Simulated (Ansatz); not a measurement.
# CH6N2O2W: basis-set convergence

How large a basis does CH6N2O2W need? Two functionals are run in growing sets.

Computed with Ansatz 0.2.0, Gaussian basis. Level: one geometry, several basis sets.

Levels to be run: PBE0-D4/def2-SVP; ωB97M-V/def2-SVP; PBE0-D4/def2-QZVPP; ωB97M-V/def2-QZVPP; the functionals' def2-TZVPP values are taken from earlier runs.

### 1 The geometry

An earlier PBE0-D4 in a triple-zeta def2 set relaxation fixed the geometry. W takes the def2 core potential; no spin-orbit term is included.

SMILES `C[O][W](=[NH])(=[NH])[OH]`, 12 atoms, charge 0, spin multiplicity 1.

Atoms are counted from 1 here; the program's logs count them from 0.

Bond lengths: C1–O2 1.403 Å, C1–H7 1.094 Å, C1–H8 1.094 Å, C1–H9 1.093 Å, O2–W3 1.879 Å, W3–N4 1.752 Å, W3–N5 1.752 Å, W3–O6 1.907 Å, N4–H10 1.006 Å, N5–H11 1.007 Å, O6–H12 0.959 Å. Angles: O2–C1–H7 109.6°, O2–C1–H8 111.3°, O2–C1–H9 109.0°, H7–C1–H8 109.1°, H7–C1–H9 108.6°, H8–C1–H9 109.1°, C1–O2–W3 135.6°, O2–W3–N4 108.7°, O2–W3–N5 107.9°, O2–W3–O6 111.3°, N4–W3–N5 112.4°, N4–W3–O6 108.9°, N5–W3–O6 107.7°, W3–N4–H10 158.5°, W3–N5–H11 155.5°, W3–O6–H12 119.7°.

### 2 PBE0-D4 in def2-SVP

Contents of in.yaml:

```yaml
crystal:
  periodic: [false, false, false]
  atoms:
    - {symbol: C, position_ang: [-0.140227, -1.677880, 1.408403]}
    - {symbol: O, position_ang: [0.358044, -0.425064, 1.018855]}
    - {symbol: W, position_ang: [0.058316, 0.750841, -0.416101]}
    - {symbol: N, position_ang: [1.593804, 1.105971, -1.180671]}
    - {symbol: N, position_ang: [-1.072029, -0.015732, -1.514101]}
    - {symbol: O, position_ang: [-0.726632, 2.383802, 0.177639]}
    - {symbol: H, position_ang: [0.646989, -2.431720, 1.313685]}
    - {symbol: H, position_ang: [-0.995998, -1.974577, 0.794531]}
    - {symbol: H, position_ang: [-0.451975, -1.627639, 2.455264]}
    - {symbol: H, position_ang: [2.304312, 1.119084, -1.893146]}
    - {symbol: H, position_ang: [-1.384714, -0.383899, -2.397931]}
    - {symbol: H, position_ang: [-0.189890, 3.176792, 0.233574]}
basis:
  gaussian: {orbitals: def2-SVP}
hamiltonian: {xc: pbe0, dispersion: d4}
output: {orbitals: {seedname: orbitals}}
```

Run with:

```bash
ansatz run in.yaml --threads 4 --pin off --events-out ev --progress --plain --max-ram 11315MiB
```

Further steps of the session: ωB97M-V in def2-SVP; PBE0-D4 in def2-QZVPP; ωB97M-V in def2-QZVPP.

Before running them: what should the planned runs give, taken together? Wanted: PBE0-D4: double and triple zeta above quadruple; ωB97M-V: double and triple zeta above quadruple.

As calculated:

| quantity | value |
| --- | --- |
| PBE0-D4: double and triple zeta above quadruple | 10.97, 0.49 eV |
| ωB97M-V: double and triple zeta above quadruple | 11.30, 0.47 eV |

PBE0-D4 gains 10.48 eV from double to triple zeta, then 0.49 eV more. Total energies overstate the basis error of differences, where much of it tends to cancel. The LUMO of ωB97M-V is positive and keeps falling with the basis (1.64 to 0.86 eV): an unbound level that the basis holds in place.
